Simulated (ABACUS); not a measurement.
Write the native input for ABACUS 3.10.1 that does the following.

```
Task                                          : single point
Functional                                    : RPBE
Potentials or basis                           : SG15 ONCV 1.2 PBE
Cutoff                                        : 1361 eV
Density cutoff                                : 5442 eV
Basis                                         : DZP LCAO (the cutoffs set its grid)
k mesh                                        : 10 × 10 × 1
Occupations                                   : fermi-dirac, width 0.05 eV
Spin                                          : collinear spin, ferromagnetic start
Starting moments                              : [4.0] μB
Radial cutoff of the potentials (pseudo_rcut) : 7 bohr
Orbital files                                 : Mn Mn_confined-atom_7au_3s2p2d1f.orb
SCF threshold on the density                  : 1e-06
Max SCF steps                                 : 100
Eigensolver                                   : genelpa
Mixing                                        : broyden
Mixing share                                  : 0.2
Symmetry key                                  : 1
Mixing history                                : 12
```

Sheet: Mn, a sheet with vacuum.

```xyz
1
Lattice="2.6143 0.0000 0.0000 0.0000 2.6143 0.0000 0.0000 0.0000 23.8000" Properties=species:S:1:pos:R:3 pbc="T T T"
Mn    0.0000    0.0000    7.0001
```

The cell was built by a generator and needn't be a form met in nature.

The input as run:

INPUT

```
INPUT_PARAMETERS
suffix              Mn
calculation         scf
basis_type          lcao
pseudo_dir          ./
orbital_dir         ./
symmetry            1
dft_functional      GGA_X_RPBE+GGA_C_PBE
ecutwfc             100
pseudo_rcut         7
nspin               2
nbands              14
ks_solver           genelpa
smearing_method     fd
smearing_sigma      0.00367493
scf_thr             1e-06
scf_nmax            100
mixing_type         broyden
mixing_beta         0.2
cal_force           1
out_mul             1
mixing_ndim         12
```

STRU

```
ATOMIC_SPECIES
Mn 54.9380 Mn_ONCV_PBE-1.2.upf

NUMERICAL_ORBITAL
Mn_confined-atom_7au_3s2p2d1f.orb

LATTICE_CONSTANT
1.8897261246

LATTICE_VECTORS
2.6143200000 0.0000000000 0.0000000000
0.0000000000 2.6143200000 0.0000000000
0.0000000000 0.0000000000 23.8000000000

ATOMIC_POSITIONS
Direct

Mn
0.0
1
0.0000000000 0.0000000000 0.2941200000 1 1 1 mag 4
```

KPT

```
K_POINTS
0
Gamma
10 10 1 0 0 0
```

Potentials or basis: SG15 ONCV 1.2 PBE, DZP LCAO (the cutoffs set its grid).

Run with:

```bash
$ OMP_NUM_THREADS=1 mpirun -np 4 abacus > log
```

It gave:

| Property | Result |
| --- | --- |
| Band gap on the k mesh | none (metal or under the smearing width) |
| Net moment | 4.22 μB per cell |
| Absolute moment | 4.24 μB per cell |
| Site moments | Mn +4.22 μB |

Caveat: the atomic orbitals were generated for these runs and aren't a published set; the basis of atomic orbitals isn't converged, which shifts pressures, moduli and gaps.

It took 9.5 s on 4 MPI ranks on Intel(R) Xeon(R) 6975P-C (Granite Rapids), on a shared host, peak memory 0.6 GiB a rank.
